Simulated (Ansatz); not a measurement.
Working through Fermi-surface readings of NaTl, space group Fd-3m

Program: Ansatz's Python interface.

The cells in order, each with its output:

**Cell 1**
```python
import warnings

import ansatz as az
from pymatgen.core import Lattice, Structure
from pymatgen.io.ase import AseAtomsAdaptor
```

**Cell 2**
```python
XC = "pbesol"
K_DENSITY = 3.4
OCCUPATIONS = "Gaussian"
```

**Cell 3**
```python
warnings.simplefilter("ignore", az.DeckWarning)
```

**Cell 4**
```python
pmg_structure = Structure(
    Lattice([(0.0, 3.731, 3.731), (3.731, 0.0, 3.731), (3.731, 3.731, 0.0)]),
    ["Na", "Na", "Tl", "Tl"],
    [
        (0.75, 0.75, 0.75),
        (0.5, 0.5, 0.5),
        (0.0, 0.0, 0.0),
        (0.25, 0.25, 0.25),
    ],
)
system = az.Crystal.from_ase(AseAtomsAdaptor.get_atoms(pmg_structure))
```

**Cell 5**
```python
system.resolved().tree()["lattice"]
```
Output:
```text
((0.0, 3.731, 3.731), (3.731, 0.0, 3.731), (3.731, 3.731, 0.0))
```

**Cell 6**
```python
base = (
    system.calculation()
    .functional(XC)
    .basis(31 * az.Ry)
    .kpoints(density=K_DENSITY)
    .occupations(OCCUPATIONS)
    .mixing("anderson")
    .eigenstates(nscf_kmesh=(8, 8, 8), level_slopes=True)
)
surface = base.run(threads=1, pin="off").fermi_surface().to_plain()
for way, reading in surface.items():
    if reading:
        rho_lambda = [f"{v:.3e}" for v in reading["resistivity_times_mean_free_path_ohm_m2"]]
        print(f"{way:24s} area {reading['spin_summed_area_per_ang2']:8.3f} 1/A^2  rho*lambda (ohm m^2) {rho_lambda}")
```
Output:
```text
by_tetrahedra            area   12.541 1/A^2  rho*lambda (ohm m^2) ['2.438e-15', '2.438e-15', '2.438e-15']
by_slopes                area   10.154 1/A^2  rho*lambda (ohm m^2) ['3.011e-15', '3.011e-15', '3.011e-15']
on_every_second_point    area    4.943 1/A^2  rho*lambda (ohm m^2) ['6.185e-15', '6.185e-15', '6.185e-15']
```

Notes:
- The settings weren't tested for convergence.
- Spin-orbit coupling, which matters for elements this heavy, is left out.
- The starting cell is as deposited in a crystallographic database; the results hold for this polymorph, which needn't be the stable one.
- The three readings differ by the mesh error.
- Wall time of the script: 4.8 s on 1 thread of Arm Neoverse V2 (shared host), peak memory 0.43 GiB.

(Lines on the test bed's own set-up are left out of the output.)
